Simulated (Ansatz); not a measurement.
## LiCd3 and its free atoms: a cohesive energy from free atoms, step by step

Program: Ansatz 0.2.0 through its Python package.

Notebook, run cell by cell (the value of a cell's last expression is shown):

**Cell 1**
```python
from collections import Counter
import warnings

import ansatz
from ase import Atoms
```

**Cell 2**
```python
XC = "pbesol"
BETA = 0.6
N_EMPTY = 12
K_SPACING = 0.39
SMEARING = "cold"
WIDTH_EV = 0.02


def counts(outcome):
    return Counter(site.symbol for site in outcome.lattice.sites)

UNPAIRED = {"Li": 1, "Cd": 0}  # unpaired electrons of the free atoms
```

**Cell 3**
```python
def compute(name, crystal):
    calc = (
        crystal.calculation()
        .functional(XC)
        .pseudopotentials("nc")
        .accuracy("medium")
        .mixing("msr1", ndim=6, beta=BETA)
        .scf(extra_bands=N_EMPTY)
        .kpoints(spacing=K_SPACING)
        .occupations(SMEARING, width=WIDTH_EV)
    )
    if name.endswith(" atom"):
        calc = calc.kpoints(1, 1, 1).occupations("fermi_dirac", width=0.01)
        if UNPAIRED[name.split()[0]]:
            calc = calc.spin("collinear")
        return calc.run()
    calc = calc.relax(force_tolerance=0.01, max_steps=40, cell=True)
    return calc.run()
```

**Cell 4**
```python
warnings.simplefilter("ignore", ansatz.DeckWarning)
```

**Cell 5**
```python
phases = {}
atoms = Atoms(
    ["Li", "Cd", "Cd", "Cd"],
    scaled_positions=[
        (0.0, 0.0, 0.0),
        (0.25, 0.25, 0.25),
        (0.75, 0.75, 0.75),
        (0.5, 0.5, 0.5),
    ],
    cell=[
        (0.0, 3.396711, 3.396711),
        (3.396711, 0.0, 3.396711),
        (3.396711, 3.396711, 0.0),
    ],
    pbc=True,
)
licd3 = ansatz.Crystal.from_ase(atoms)
phases["LiCd3"] = licd3
for element, moment in UNPAIRED.items():
    phases[f"{element} atom"] = ansatz.Lattice.orthorhombic(10.0, 10.5, 11.0).atom(element, (0.5, 0.5, 0.5), moment=moment or None)
```

**Cell 6**
```python
done = {}
for name, crystal in phases.items():
    done[name] = compute(name, crystal)
    print(f"{name}: {done[name].report['energy_sigma0_ev']:.4f} eV, {len(done[name].lattice.sites)} atoms")
```
Output:
```text
LiCd3: -14498.3401 eV, 4 atoms
Li atom: -193.0135 eV, 1 atoms
Cd atom: -4766.4563 eV, 1 atoms
```

**Cell 7**
```python
print({element: round(done[f"{element} atom"].report["magnetization_mub"], 2) for element in UNPAIRED}, "muB on the free atoms")
solid = done["LiCd3"]
n = counts(solid)
binding = (sum(k * done[f"{e} atom"].report["energy_sigma0_ev"] for e, k in n.items()) - solid.report["energy_sigma0_ev"]) / sum(n.values())
print(f"cohesive energy {binding:.3f} eV/atom = {96.4853 * binding:.0f} kJ/mol of atoms (no zero-point energy)")
```
Output:
```text
{'Li': 1.0, 'Cd': 0.0} muB on the free atoms
cohesive energy 1.489 eV/atom = 144 kJ/mol of atoms (no zero-point energy)
```

Reading the output:
- These settings explore the input space; cutoff and mesh may be short of convergence.
- The magnetic order follows from the starting moments and needn't be the lowest.
- For the metals among these phases the mesh is modest: differences between phases can be off by up to 40 meV an atom.
- The cells come from databases of deposited and of computed structures, and not all need be stable phases.
- Free atoms in a box carry small image and symmetry errors, and spin-orbit coupling is left out.
- Finished in 2.6 min on 1 thread of Arm Neoverse V1, with other jobs on the host, peak memory 2 GiB.

(Lines on the test bed's own set-up are left out of the output.)
